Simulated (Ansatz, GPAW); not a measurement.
CaO: GLLB-SC, run from Python

These are simulated results from GPAW 26.7.0, not measurements. The cell was built from a prototype and was relaxed with r2SCAN in plane waves (Ansatz 0.2.0). Not every such cell is a known phase. All runs are without spin polarisation.

The symmetry is Fm-3m (No. 225, cubic); conventional cell a = 4.795 Å, 13.78 Å³ an atom. Ca has 6 O at 2.40 Å; O has 6 Ca at 2.40 Å.

GLLB-SC is a model potential. Its fundamental gap is the Kohn-Sham gap plus a derivative discontinuity, which the script evaluates at the band edges among the listed k points. Its total energy isn't variational and serves nothing here.

Input script:

```python
import json
from ase import Atoms
from gpaw import GPAW, PW, FermiDirac

atoms = Atoms(['Ca', 'O'],
              cell=[[0.0, 2.39755, 2.39755], [2.39755, -0.0, 2.39755], [2.39755, 2.39755, 0.0]],
              scaled_positions=[[-0.0, 0.0, 0.0], [0.5, 0.5, 0.5]],
              pbc=True)
calc = GPAW(mode=PW(400), xc='GLLBSC', kpts={'size': (6, 6, 6), 'gamma': True},
            occupations=FermiDirac(0.02), maxiter=100, legacy_gpaw=True, txt='gpaw.txt')
atoms.calc = calc
res = {'energy': atoms.get_potential_energy(force_consistent=True)}
res['electrons'] = calc.get_number_of_electrons()
res['k'] = calc.get_ibz_k_points().tolist()
res['levels'] = [calc.get_eigenvalues(kpt=i).tolist() for i in range(len(res['k']))]
points = [[0.0, 0.0, 0.0], [0.5, 0.0, 0.5], [0.625, 0.25, 0.625], [0.375, 0.375, 0.75], [0.5, 0.5, 0.5], [0.5, 0.25, 0.75], [0.0, 0.5, 0.5]]
bands = calc.fixed_density(kpts=points, symmetry='off', nbands=round(res['electrons']) // 2 + 6, convergence={'bands': -2}, txt='bands.txt')
res['points'] = [bands.get_eigenvalues(kpt=i).tolist() for i in range(len(points))]
homo, lumo = bands.get_homo_lumo()
potential = calc.hamiltonian.xc.response.calculate_discontinuity_potential(homo, lumo)
res['discontinuity'] = bands.hamiltonian.xc.response.calculate_discontinuity(potential)
json.dump(res, open('results.json', 'w'))
print('free energy (eV):', round(res['energy'], 5))
```

Command: `python run.py`. It took 5.8 s on 1 thread of Arm Neoverse V1, on a shared host, peak memory 0.13 GiB.

The log gpaw.txt, trimmed of paths, versions and times, then the last line on the terminal. An iter line gives the energy in eV and the logarithms of the changes of orbitals (plane waves alone) and density (c: converged):

```
___ ___ ___ _ _ _
 |   |   |_  | | | |

 | | | | | . | | | |

 |__ |  _|___|_____|  26.7.0
 |___|_|

Input parameters:
  kpts: {gamma: True,
         size: (6, 6, 6)}
  maxiter: 100
  mode: {ecut: 400.0,
         name: pw}
  occupations: {fixmagmom: False,
                name: fermi-dirac,
                width: 0.02}
  xc: GLLBSC

System changes: positions, numbers, cell, pbc, initial_charges, initial_magmoms

Initialize ...

species:
  Ca:
    name:    Calcium
    Z:       20.0
    valence: 10
    core:    10
    charge:  0.0  # [|e|]
    compensation charges:
      type: gauss
      rc: 0.37  # [Å]
      lmax: 2
    cutoffs:
      filter: 2.10  # [Å]
      core: 1.17  # [Å]
    projectors
    | kind |    occ | energy [eV] | rcut [Å] |

    |------|--------|-------------|----------|

    |   3s |  2.000 |     -47.199 |    1.175 |

    |   4s |  2.000 |      -5.401 |    1.175 |

    |   3p |  6.000 |     -27.958 |    1.154 |

    |    p |        |      -0.747 |    1.154 |

    |    d |        |       0.000 |    0.937 |

    Using partial waves for Ca as LCAO basis

  O:
    name:    Oxygen
    Z:       8.0
    valence: 6
    core:    2
    charge:  0.0  # [|e|]
    compensation charges:
      type: gauss
      rc: 0.21  # [Å]
      lmax: 2
    cutoffs:
      filter: 1.17  # [Å]
      core: 0.83  # [Å]
    projectors
    | kind |    occ | energy [eV] | rcut [Å] |

    |------|--------|-------------|----------|

    |   2s |  2.000 |     -28.986 |    0.688 |

    |   2p |  4.000 |     -13.358 |    0.598 |

    |    s |        |      -1.774 |    0.688 |

    |    p |        |      13.853 |    0.598 |

    |    d |        |       0.000 |    0.619 |

    Using partial waves for O as LCAO basis

Reference energy: -20520.664754  # eV

Spin-paired calculation

Convergence criteria:
 Maximum [total energy] change in last 3 cyles: 0.0005 eV / valence electron
 Maximum integral of absolute [dens]ity change: 0.0001 electrons / valence electron
 Maximum integral of absolute [eigenst]ate change: 4e-08 eV^2 / valence electron
 Maximum number of scf [iter]ations: 100
 (Square brackets indicate name in SCF output, whereas a 'c' in
 the SCF output indicates the quantity has converged.)

Symmetries present (total): 48

  ( 1  0  0)  ( 1  0  0)  ( 1  0  0)  ( 1  0  0)  ( 1  0 -1)  ( 1  0 -1)
  ( 1  0 -1)  ( 1 -1  0)  ( 0  1  0)  ( 0  0  1)  ( 1  0  0)  ( 1 -1  0)
  ( 1 -1  0)  ( 1  0 -1)  ( 0  0  1)  ( 0  1  0)  ( 1 -1  0)  ( 1  0  0)

  ( 1  0 -1)  ( 1  0 -1)  ( 1 -1  0)  ( 1 -1  0)  ( 1 -1  0)  ( 1 -1  0)
  ( 0  1 -1)  ( 0  0 -1)  ( 1  0  0)  ( 1  0 -1)  ( 0 -1  1)  ( 0 -1  0)
  ( 0  0 -1)  ( 0  1 -1)  ( 1  0 -1)  ( 1  0  0)  ( 0 -1  0)  ( 0 -1  1)

  ( 0  1  0)  ( 0  1  0)  ( 0  1  0)  ( 0  1  0)  ( 0  1 -1)  ( 0  1 -1)
  ( 1  0  0)  ( 0  1 -1)  ( 0  0  1)  (-1  1  0)  ( 1  0 -1)  ( 0  1  0)
  ( 0  0  1)  (-1  1  0)  ( 1  0  0)  ( 0  1 -1)  ( 0  0 -1)  (-1  1  0)

  ( 0  1 -1)  ( 0  1 -1)  ( 0  0  1)  ( 0  0  1)  ( 0  0  1)  ( 0  0  1)
  ( 0  0 -1)  (-1  1  0)  ( 1  0  0)  ( 0  1  0)  ( 0 -1  1)  (-1  0  1)
  ( 1  0 -1)  ( 0  1  0)  ( 0  1  0)  ( 1  0  0)  (-1  0  1)  ( 0 -1  1)

  ( 0  0 -1)  ( 0  0 -1)  ( 0  0 -1)  ( 0  0 -1)  ( 0 -1  1)  ( 0 -1  1)
[... 4 lines left out ...]
  ( 0 -1  0)  (-1  0  1)  ( 1 -1  0)  ( 0  0 -1)  ( 0 -1  1)  (-1  0  0)
  ( 1 -1  0)  ( 0  0  1)  ( 0 -1  1)  (-1  0  0)  ( 1 -1  0)  ( 0  0 -1)

  (-1  1  0)  (-1  1  0)  (-1  1  0)  (-1  1  0)  (-1  0  1)  (-1  0  1)
  ( 0  1  0)  ( 0  1 -1)  (-1  0  1)  (-1  0  0)  ( 0  0  1)  ( 0 -1  1)
  ( 0  1 -1)  ( 0  1  0)  (-1  0  0)  (-1  0  1)  ( 0 -1  1)  ( 0  0  1)

  (-1  0  1)  (-1  0  1)  (-1  0  0)  (-1  0  0)  (-1  0  0)  (-1  0  0)
  (-1  1  0)  (-1  0  0)  ( 0  0 -1)  ( 0 -1  0)  (-1  1  0)  (-1  0  1)
  (-1  0  0)  (-1  1  0)  ( 0 -1  0)  ( 0  0 -1)  (-1  0  1)  (-1  1  0)

216 k-points: 6 x 6 x 6 Monkhorst-Pack grid + [1/12,1/12,1/12]
16 k-points in the irreducible part of the Brillouin zone
       k-points in crystal coordinates                weights
   0:     0.00000000    0.00000000    0.00000000          1/216
   1:     0.16666667    0.16666667    0.00000000          6/216
   2:     0.16666667    0.16666667    0.16666667          8/216
   3:     0.33333333    0.16666667    0.16666667         12/216
   4:     0.33333333    0.33333333   -0.33333333         12/216
   5:     0.33333333    0.33333333    0.00000000          6/216
   6:     0.33333333    0.33333333    0.16666667         24/216
   7:     0.33333333    0.33333333    0.33333333          8/216
   8:     0.50000000    0.33333333   -0.33333333         24/216
   9:     0.50000000    0.33333333   -0.16666667         12/216
          ...
  15:     0.50000000    0.50000000    0.50000000          4/216

Wave functions: Plane wave expansion
  Cutoff energy: 400.000 eV
  Number of coefficients (min, max): 489, 531
  Pulay-stress correction: 0.000000 eV/Ang^3 (de/decut=0.000000)
  Using FFTW library
  ScaLapack parameters: grid=1x1, blocksize=None
  Wavefunction extrapolation:
    Improved wavefunction reuse through dual PAW basis

Occupation numbers: Fermi-Dirac:
  width: 0.0200  # eV

Eigensolver
   Davidson(niter=2)

Densities:
  Coarse grid: 16*16*16 grid
  Fine grid: 32*32*32 grid
  Total Charge: 0.000000

Density mixing:
  Method: separate
  Backend: msr1
  Linear mixing parameter: 0.05
  old densities: 10
  Width of damping distribution: 1.1
  Damping of long wavelength oscillations: 20

Hamiltonian:
  XC and Coulomb potentials evaluated on a 32*32*32 grid
  Using the GLLBSC Exchange-Correlation functional
  External potential:
    NoExternalPotential

XC parameters: GLLBSC functional being used consists of
  -----------------------------------------------------------------------
  | Weight | Module     | Description                                   |

  -----------------------------------------------------------------------
  |  1.000 | SCREENING  | GGA_X_PBE_SOL with 2 nearest neighbor stencil |

  |  1.000 | RESPONSE   | eps=0.0500 eV                                 |

  |  1.000 | XC         | GGA_C_PBE_SOL with 2 nearest neighbor stencil |

  -----------------------------------------------------------------------

Memory estimate:
  Process memory now: 110.14 MiB
  Calculator: 5.45 MiB
    Density: 2.10 MiB
      Arrays: 0.81 MiB
      Localized functions: 0.66 MiB
      Mixer: 0.62 MiB
    Hamiltonian: 0.55 MiB
      Arrays: 0.53 MiB
      XC: 0.00 MiB
      Poisson: 0.00 MiB
      vbar: 0.02 MiB
    Wavefunctions: 2.80 MiB
      Arrays psit_nG: 1.17 MiB
      Eigensolver: 0.13 MiB
      Projections: 0.06 MiB
      Projectors: 1.17 MiB
      PW-descriptor: 0.29 MiB

Total number of cores used: 1

Number of atoms: 2
Number of atomic orbitals: 9
Number of bands in calculation: 9
Number of valence electrons: 16
Bands to converge: occupied

... initialized

Initializing position-dependent things.

Density initialized from atomic densities
Creating initial wave functions:
  9 bands from LCAO basis set
Positions:
   0 Ca     0.000000    0.000000    0.000000    ( 0.0000,  0.0000,  0.0000)
   1 O      2.397550    2.397550    2.397550    ( 0.0000,  0.0000,  0.0000)

Unit cell:
           periodic     x           y           z      points  spacing
  1. axis:    yes    0.000000    2.397550    2.397550    16     0.1730
  2. axis:    yes    2.397550   -0.000000    2.397550    16     0.1730
  3. axis:    yes    2.397550    2.397550    0.000000    16     0.1730

  Lengths:   3.390648   3.390648   3.390648
  Angles:   60.000000  60.000000  60.000000

Effective grid spacing dv^(1/3) = 0.1888

iter:   1   -15.906741
iter:   2   -15.846362   -0.74  -0.97
iter:   3   -12.034808   -0.06  -0.98
iter:   4   -12.003110   -1.49  -1.12
iter:   5   -13.464226   -0.51  -1.34
iter:   6   -11.810763   -1.40  -1.17
iter:   7   -11.350807   -1.24  -1.69
iter:   8   -11.454336   -2.60  -1.94
iter:   9   -11.504029   -3.24  -2.25
iter:  10   -11.522125   -3.64  -2.70
iter:  11   -11.534014   -4.14  -3.09
iter:  12   -11.528960   -5.47  -3.68
iter:  13   -11.525935   -5.74  -3.92
iter:  14   -11.527247c  -6.65  -4.12c
iter:  15   -11.527453c  -7.17  -4.79c
iter:  16   -11.527242c  -8.23c -5.07c

Converged after 16 iterations.

Energy contributions relative to reference atoms: (reference = -20520.664754)

Kinetic:        +10.964867
Potential:       -4.589023
External:        +0.000000
XC:             -16.993692
Entropy (-ST):   -0.000000
Local:           -0.909394
SIC:             +0.000000
--------------------------
Free energy:    -11.527242
Extrapolated:   -11.527242

GLLBSC response reference energy: 2.19145 eV (from HOMO)

Showing only first 2 kpts
 Kpt  Band  Eigenvalues  Occupancy
  0     6      2.19168    2.00000
  0     7      2.19168    2.00000
  0     8      8.14569    0.00000

  1     6      2.07990    2.00000
  1     7      2.08029    2.00000
  1     8      9.29606    0.00000

Fermi level: 4.05802

Gap: 5.459 eV
Transition (v -> c):
  (s=0, k=0, n=7, [0.00, 0.00, 0.00]) -> (s=0, k=12, n=8, [0.50, 0.50, 0.00])
Direct/indirect transitions are different
Direct gap: 5.664 eV
Transition at: (s=0, k=12, n=7, [0.50, 0.50, 0.00])

free energy (eV): -11.52724
```

The gap in the log is over the mesh alone; results.json adds the listed points. GLLB-SC gives a gap of 7.43 eV (5.454 eV Kohn-Sham over the listed points plus 1.973 eV discontinuity). On the same cell, plane-wave PBE (Ansatz, 10×10×10 k points and the special points) gives a gap of 3.65 eV and r2SCAN a gap of 4.20 eV; on shared hosts these took about 1.4 and 3.5 core-seconds on the 2-atom cell, against 5.8 for the script. Semilocal gaps usually lie below measured ones.
